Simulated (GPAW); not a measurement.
Crystal: InSb3.

```
Sb In
1.0
     4.80637    0.00000    0.00000
     0.00000    4.80637    0.00000
     0.00000    0.00000    4.80637
Sb In
3 1
Direct
  0.50000 0.50000 0.00000
  0.00000 0.50000 0.50000
  0.50000 0.00000 0.50000
  0.00000 0.00000 0.00000
```

The cell comes from a database or a generator and needn't be the stable form of this composition.

```yaml
Program: GPAW 26.7.0
Task: relaxation of cell and atoms
Functional: PBEsol
Dispersion: D3(BJ)+ATM
Potentials_or_basis: PAW data sets generated in the run's folder for this functional
Cutoff: 600 eV
Basis: pw
k_mesh: 5 × 5 × 5
Occupations: fermi-dirac, width 0.05 eV
Spin: no spin polarisation
```

At the start: pressure -5.2 GPa; volume 27.76 Å³/atom.

Task: Where does the relaxation end?

Result: Over 4 steps the energy falls by 44.7 meV/atom and the volume is 25.28 Å³/atom (-8.9 %); space group Pm-3m (No. 221, to 0.05 Å).

The path:
```csv
step,energy change (eV),largest force (eV/Å),pressure (GPa),volume (Å³)
1,0.0000,0.0000,-5.23,111.03
2,-0.0335,0.0000,-4.80,109.96
3,-0.1747,0.0000,0.91,99.66
4,-0.1786,0.0000,-0.10,101.11
```

Final structure:
```xyz
4
Lattice="4.6586 0.0000 0.0000 0.0000 4.6586 0.0000 0.0000 0.0000 4.6586" Properties=species:S:1:pos:R:3 pbc="T T T"
Sb    2.3293    2.3293    0.0000
Sb    0.0000    2.3293    2.3293
Sb    2.3293    0.0000    2.3293
In    0.0000    0.0000    0.0000
```

Caveat: later steps reuse the first step's grids; pairwise dispersion overbinds metals, which lowers pressure and volume.
